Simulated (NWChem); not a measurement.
# A workflow on the pair SiH4O···BH2SF

We compute the energy (singlet BSiH6SOF, PBE-D2/cc-pVDZ), then a single-point energy (singlet SiH4O, PBE-D2/cc-pVDZ), then the energy (singlet BH2SF, PBE-D2/cc-pVDZ), then a single-point energy (singlet SiH4O, PBE-D2/cc-pVDZ), then a single-point energy (singlet BH2SF, PBE-D2/cc-pVDZ) of BFH6OSSi and its partners. 

Program for the calculation: NWChem 7.3.0.

### Step 1. The system as given

The species is BSiH6SOF (11 atoms), meant as a singlet with charge 0. The two molecules were placed rigidly side by side, at 0.9 times their contact distance; the pair isn't optimised.

Bond lengths: O1–Si2 1.648 Å, F7–B8 1.322 Å, B8–S9 1.794 Å, O1–H3 0.957 Å, Si2–H4 1.489 Å, Si2–H5 1.481 Å, Si2–H6 1.489 Å, B8–H10 1.194 Å, S9–H11 1.342 Å. Some angles: F7–B8–S9 117.9°, O1–Si2–H4 111.7°, O1–Si2–H5 105.9°, O1–Si2–H6 111.7°, Si2–O1–H3 117.9°, F7–B8–H10 119.5°, S9–B8–H10 122.6°, B8–S9–H11 94.9°, H4–Si2–H5 109.9°, H4–Si2–H6 107.9°.

### Step 2. The energy at PBE-D2/cc-pVDZ (run 1)

The input, bfh6ossi.nw:

```
start bfh6ossi
title "BFH6OSSi energy"
memory 2200 mb
geometry units au noautosym nocenter noautoz
   O   1.20318862 -1.94698483  0.79179525
   Si -0.06746322  0.65479010 -0.35337879
   H   0.13058008 -3.07874180  1.70963522
   H  -2.13217799  0.08636048 -2.17847628
   H   2.00405456  2.01236935 -1.65464419
   H  -1.13818204  2.27220669  1.68506879
   F   6.54395149 -6.70503175  1.60297908
   B   4.22567328 -6.99353624  0.71783137
   S   3.70609308 -6.43185294 -2.58550439
   H   2.56904487 -7.60994600  2.11998925
   H   1.22541180 -6.94891980 -2.50392491
end
basis spherical bse
   * library cc-pVDZ
end
dft
   xc xpbe96 cpbe96
   disp vdw 2
   grid fine
   convergence energy 1e-08
   maxiter 100
   mulliken
   noprint "final vectors analysis"
end
task dft energy
```

Launch:

```sh
$ nwchem bfh6ossi.nw > bfh6ossi.out
```

Output:

```text
[...]
          Wavefunction type:  closed shell.
          No. of atoms     :    11
          No. of electrons :    58
[...]
          Charge           :     0
          Spin multiplicity:     1
[...]
          AO basis - number of functions:   108
[...]
              XC Information
              --------------
          PerdewBurkeErnzerhof Exchange Functional  1.000
            Perdew 1991 LDA Correlation Functional  1.000 local
           PerdewBurkeErnz. Correlation Functional  1.000 non-local
[...]
 d= 0,ls=0.0,diis     1   -890.6319792878 -1.15D+03  1.70D-02  1.04D+00     5.0
[...]
 d= 0,ls=0.0,diis    11   -890.7546845379 -1.68D-09  2.26D-07  9.45D-10    40.6
         Total DFT energy =     -890.754684537868
      One electron energy =    -1742.592717989912
           Coulomb energy =      666.419033341624
    Exchange-Corr. energy =      -71.442607432007
 Nuclear repulsion energy =      256.866708758873
    Dispersion correction =       -0.005101216446
[...]
      Total Density - Mulliken Population Analysis
     ---------------------------------------------
    Atom       Charge   Shell Charges
 -----------   ------   -------------------------------------------------------
    1 O    8     8.28   2.01  0.83  0.86  2.88  1.70  0.01
    2 Si  14    13.68   2.00  2.03  0.78  0.39  6.01  1.47  0.67  0.32
    3 H    1     0.84   0.69  0.07  0.08
    4 H    1     1.07   0.73  0.34  0.01
    5 H    1     1.04   0.73  0.31  0.01
    6 H    1     1.06   0.73  0.33  0.01
    7 F    9     9.04   2.01  0.90  0.94  3.35  1.84  0.01
    8 B    5     4.95   2.02  0.61  0.30  1.53  0.31  0.19
    9 S   16    16.05   2.00  2.04  0.94  0.82  6.01  2.39  1.79  0.05
   10 H    1     1.08   0.75  0.32  0.01
[...]
```

Run time: 41 s. Hardware: 1 thread of Intel Xeon 6975P-C (Granite Rapids), shared host; peak memory 0.12 GiB.

### Step 3. SiH4O: a single-point energy at PBE-D2/cc-pVDZ (run 2)

The input, nw.nw:

```
start nw
title "H4OSi energy"
memory 2200 mb
geometry noautosym nocenter noautoz
O      0.636700    -1.030300     0.419000
Si    -0.035700     0.346500    -0.187000
H      0.069100    -1.629200     0.904700
H     -1.128300     0.045700    -1.152800
H      1.060500     1.064900    -0.875600
H     -0.602300     1.202400     0.891700
end
basis spherical bse
* library cc-pVDZ
end
dft
xc xpbe96 cpbe96
disp vdw 2
grid fine
convergence energy 1e-08
maxiter 100
mulliken
noprint "final vectors analysis"
end
task dft energy
```

Launch:

```sh
$ nwchem nw.nw > nw.out
```

Output:

```text
[...]
          Wavefunction type:  closed shell.
          No. of atoms     :     6
          No. of electrons :    26
[...]
          Charge           :     0
          Spin multiplicity:     1
[...]
          AO basis - number of functions:    52
[...]
              XC Information
              --------------
          PerdewBurkeErnzerhof Exchange Functional  1.000
            Perdew 1991 LDA Correlation Functional  1.000 local
           PerdewBurkeErnz. Correlation Functional  1.000 non-local
[...]
 d= 0,ls=0.0,diis     1   -366.8440340507 -4.32D+02  2.43D-02  4.78D-01     1.1
[...]
 d= 0,ls=0.0,diis     8   -366.8956581591  3.92D-09  3.37D-06  7.92D-08     5.8
         Total DFT energy =     -366.895658159136
      One electron energy =     -635.875948067149
           Coulomb energy =      235.009878716073
    Exchange-Corr. energy =      -30.782832698970
 Nuclear repulsion energy =       64.754896467871
    Dispersion correction =       -0.001652576961
[...]
      Total Density - Mulliken Population Analysis
     ---------------------------------------------
    Atom       Charge   Shell Charges
 -----------   ------   -------------------------------------------------------
    1 O    8     8.29   2.01  0.83  0.85  2.88  1.71  0.01
    2 Si  14    13.67   2.00  2.03  0.78  0.39  6.01  1.47  0.67  0.32
    3 H    1     0.84   0.69  0.07  0.08
    4 H    1     1.07   0.73  0.34  0.01
    5 H    1     1.05   0.73  0.31  0.01
    6 H    1     1.07   0.73  0.34  0.01
[...]
```

Wall time 6.6 s (1 thread of Intel Xeon 6975P-C (Granite Rapids), shared host); peak memory 0.11 GiB.

### Step 4. BH2SF: the energy at PBE-D2/cc-pVDZ (run 3)

The input, bfh2s.nw:

```
start bfh2s
title "BFH2S"
memory 2200 mb

geometry noautosym nocenter noautoz
F      3.462910    -3.548150     0.848260
B      2.236130    -3.700820     0.379860
S      1.961180    -3.403590    -1.368190
H      1.359480    -4.027010     1.121850
H      0.648460    -3.677210    -1.325020
end

basis spherical bse
* library cc-pVDZ
end

dft
xc xpbe96 cpbe96
disp vdw 2
grid fine
convergence energy 1e-08
maxiter 100
mulliken
noprint "final vectors analysis"
end

task dft energy
```

Launch:

```sh
$ nwchem bfh2s.nw > bfh2s.out
```

Output:

```text
[...]
          Wavefunction type:  closed shell.
          No. of atoms     :     5
          No. of electrons :    32
[...]
          Charge           :     0
          Spin multiplicity:     1
[...]
          AO basis - number of functions:    56
[...]
              XC Information
              --------------
          PerdewBurkeErnzerhof Exchange Functional  1.000
            Perdew 1991 LDA Correlation Functional  1.000 local
           PerdewBurkeErnz. Correlation Functional  1.000 non-local
[...]
 d= 0,ls=0.0,diis     1   -523.7851293117 -6.10D+02  2.35D-02  5.67D-01     1.2
[...]
 d= 0,ls=0.0,diis    11   -523.8557986082 -3.73D-10  2.03D-07  1.34D-10     8.6
         Total DFT energy =     -523.855798608183
      One electron energy =     -895.720380671035
           Coulomb energy =      325.889927935094
    Exchange-Corr. energy =      -40.659576774603
 Nuclear repulsion energy =       86.635431223973
    Dispersion correction =       -0.001200321611
[...]
      Total Density - Mulliken Population Analysis
     ---------------------------------------------
    Atom       Charge   Shell Charges
 -----------   ------   -------------------------------------------------------
    1 F    9     9.04   2.01  0.90  0.94  3.35  1.84  0.01
    2 B    5     4.94   2.02  0.61  0.30  1.53  0.30  0.19
    3 S   16    16.06   2.00  2.04  0.94  0.82  6.01  2.39  1.81  0.05
    4 H    1     1.06   0.75  0.30  0.01
    5 H    1     0.90   0.70  0.16  0.03
[...]
```

Run time: 9.3 s. Hardware: 1 thread of Intel Xeon 6975P-C (Granite Rapids), shared host; peak memory 0.11 GiB.

### Step 5. SiH4O among ghost functions: a single-point energy at PBE-D2/cc-pVDZ (with ghost functions) (run 4)

The input, h4osi.nw:

```
start h4osi
title "H4OSi"
memory stack 880 mb heap 220 mb global 1100 mb
charge 0

geometry units angstrom noautosym nocenter noautoz
  O     0.636700   -1.030300    0.419000
  Si   -0.035700    0.346500   -0.187000
  H     0.069100   -1.629200    0.904700
  H    -1.128300    0.045700   -1.152800
  H     1.060500    1.064900   -0.875600
  H    -0.602300    1.202400    0.891700
  bqF      3.462910    -3.548150     0.848260
  bqB      2.236130    -3.700820     0.379860
  bqS      1.961180    -3.403590    -1.368190
  bqH      1.359480    -4.027010     1.121850
  bqH      0.648460    -3.677210    -1.325020
end

basis spherical bse
  O library cc-pVDZ
  Si library cc-pVDZ
  H library cc-pVDZ
  bqF library F cc-pVDZ
  bqB library B cc-pVDZ
  bqS library S cc-pVDZ
  bqH library H cc-pVDZ
end

dft
  xc xpbe96 cpbe96
  disp vdw 2
  grid fine
  convergence energy 1e-08
  iterations 100
  mulliken
  noprint "final vectors analysis"
end

task dft
```

Launch:

```sh
$ nwchem h4osi.nw > h4osi.out
```

Output:

```text
[...]
          Wavefunction type:  closed shell.
          No. of atoms     :    11
          No. of electrons :    26
[...]
          Charge           :     0
          Spin multiplicity:     1
[...]
          AO basis - number of functions:   108
[...]
              XC Information
              --------------
          PerdewBurkeErnzerhof Exchange Functional  1.000
            Perdew 1991 LDA Correlation Functional  1.000 local
           PerdewBurkeErnz. Correlation Functional  1.000 non-local
[...]
 d= 0,ls=0.0,diis     1   -366.8467303253 -4.32D+02  1.15D-02  4.75D-01     4.1
[...]
 d= 0,ls=0.0,diis     8   -366.8985318056  4.19D-09  1.62D-06  8.29D-08    27.5
         Total DFT energy =     -366.898531805644
      One electron energy =     -635.814386959904
           Coulomb energy =      234.939188675240
    Exchange-Corr. energy =      -30.776577411890
 Nuclear repulsion energy =       64.754896467871
    Dispersion correction =       -0.001652576961
[...]
      Total Density - Mulliken Population Analysis
     ---------------------------------------------
    Atom       Charge   Shell Charges
 -----------   ------   -------------------------------------------------------
    1 O    8     8.28   2.01  0.83  0.86  2.88  1.69  0.01
    2 Si  14    13.67   2.00  2.03  0.78  0.39  6.01  1.47  0.66  0.32
    3 H    1     0.83   0.69  0.06  0.08
    4 H    1     1.07   0.73  0.33  0.01
    5 H    1     1.05   0.73  0.31  0.01
    6 H    1     1.07   0.73  0.33  0.01
    7 X    0    -0.00   0.00  0.00 -0.00  0.00 -0.00 -0.00
    8 X    0     0.03  -0.00 -0.00  0.01 -0.00  0.02  0.00
    9 X    0     0.00  -0.00 -0.00 -0.00 -0.00 -0.00 -0.00  0.00  0.00
   10 X    0    -0.00  -0.00 -0.00 -0.00
[...]
```

Run time: 28 s. Hardware: 1 thread of Intel Xeon 6975P-C (Granite Rapids), shared host; peak memory 0.12 GiB.

### Step 6. BH2SF among ghost functions: a single-point energy at PBE-D2/cc-pVDZ (with ghost functions) (run 5)

The input, struct.nw:

```
start struct
memory stack 880 mb heap 220 mb global 1100 mb
charge 0
geometry units angstroms noautosym nocenter noautoz
 F        3.462910      -3.548150       0.848260
 B        2.236130      -3.700820       0.379860
 S        1.961180      -3.403590      -1.368190
 H        1.359480      -4.027010       1.121850
 H        0.648460      -3.677210      -1.325020
 bqO      0.636700    -1.030300     0.419000
 bqSi    -0.035700     0.346500    -0.187000
 bqH      0.069100    -1.629200     0.904700
 bqH     -1.128300     0.045700    -1.152800
 bqH      1.060500     1.064900    -0.875600
 bqH     -0.602300     1.202400     0.891700
end
basis spherical bse
 F library cc-pVDZ
 B library cc-pVDZ
 S library cc-pVDZ
 H library cc-pVDZ
 bqO library O cc-pVDZ
 bqSi library Si cc-pVDZ
 bqH library H cc-pVDZ
end
dft
 xc xpbe96 cpbe96
 disp vdw 2
 grid fine
 convergence energy 1e-08
 iterations 100
 mulliken
 noprint "final vectors analysis"
end
task dft
```

Launch:

```sh
$ nwchem struct.nw > struct.out
```

Output:

```text
[...]
          Wavefunction type:  closed shell.
          No. of atoms     :    11
          No. of electrons :    32
[...]
          Charge           :     0
          Spin multiplicity:     1
[...]
          AO basis - number of functions:   108
[...]
              XC Information
              --------------
          PerdewBurkeErnzerhof Exchange Functional  1.000
            Perdew 1991 LDA Correlation Functional  1.000 local
           PerdewBurkeErnz. Correlation Functional  1.000 non-local
[...]
 d= 0,ls=0.0,diis     1   -523.7859143446 -6.10D+02  1.23D-02  5.68D-01     4.1
[...]
 d= 0,ls=0.0,diis    10   -523.8566297847 -9.47D-09  3.75D-07  2.81D-09    34.0
         Total DFT energy =     -523.856629784691
      One electron energy =     -895.689054460943
           Coulomb energy =      325.855149625858
    Exchange-Corr. energy =      -40.656955851967
 Nuclear repulsion energy =       86.635431223973
    Dispersion correction =       -0.001200321611
[...]
      Total Density - Mulliken Population Analysis
     ---------------------------------------------
    Atom       Charge   Shell Charges
 -----------   ------   -------------------------------------------------------
    1 F    9     9.03   2.01  0.90  0.94  3.35  1.84  0.01
    2 B    5     4.94   2.02  0.61  0.30  1.53  0.30  0.19
    3 S   16    16.06   2.00  2.04  0.94  0.82  6.01  2.39  1.81  0.05
    4 H    1     1.06   0.75  0.30  0.01
    5 H    1     0.90   0.70  0.16  0.03
    6 X    0    -0.00   0.00  0.00 -0.00 -0.00 -0.00  0.00
    7 X    0     0.01  -0.00 -0.00 -0.00  0.00 -0.00 -0.00  0.00  0.00
    8 X    0     0.01  -0.00  0.01  0.00
    9 X    0    -0.00  -0.00 -0.00 -0.00
   10 X    0    -0.00  -0.00 -0.00 -0.00
[...]
```

Run time: 35 s. Hardware: 1 thread of Intel Xeon 6975P-C (Granite Rapids), shared host; peak memory 0.12 GiB.

### Step 7. Results

| quantity | value |
| --- | --- |
| run 1, PBE-D2/cc-pVDZ: total energy | -890.75468 Eh |
| run 1, PBE-D2/cc-pVDZ: dipole moment | 2.40 D |
| run 1, PBE-D2/cc-pVDZ: dispersion energy | -13.39 kJ/mol |
| SiH4O: total energy | -366.89566 Eh |
| SiH4O: dipole moment | 1.30 D |
| SiH4O: dispersion energy | -4.34 kJ/mol |
| BH2SF: total energy | -523.85580 Eh |
| BH2SF: dipole moment | 1.42 D |
| BH2SF: dispersion energy | -3.15 kJ/mol |
| SiH4O among ghost functions: total energy | -366.89853 Eh |
| SiH4O among ghost functions: dipole moment | 1.32 D |
| SiH4O among ghost functions: dispersion energy | -4.34 kJ/mol |
| BH2SF among ghost functions: total energy | -523.85663 Eh |
| BH2SF among ghost functions: dipole moment | 1.39 D |
| BH2SF among ghost functions: dispersion energy | -3.15 kJ/mol |
| interaction energy of the rigid parts SiH4O and BH2SF (parts in their own basis; closest atoms 2.73 Å apart) | -0.088 eV |
| interaction energy of the rigid parts SiH4O and BH2SF (parts in the whole basis, counterpoise; closest atoms 2.73 Å apart) | 0.013 eV |

In words: The interaction energy of the rigid parts SiH4O and BH2SF (parts in their own basis; closest atoms 2.73 Å apart) is −0.09 eV (−8.5 kJ/mol). Without counterpoise this holds the superposition error of the basis. The interaction energy of the rigid parts SiH4O and BH2SF (parts in the whole basis, counterpoise; closest atoms 2.73 Å apart) is 0.01 eV (0.3 kcal/mol). The basis-set superposition error is 9.7 kJ/mol. It is larger than the uncorrected attraction, which is thus an artefact of the basis. Mulliken charges (run 1, PBE-D2/cc-pVDZ) run from -0.28 on O1 to +0.32 on Si2. Mulliken charges (BH2SF) run from -0.06 on S3 to +0.10 on H5; they depend strongly on the basis.
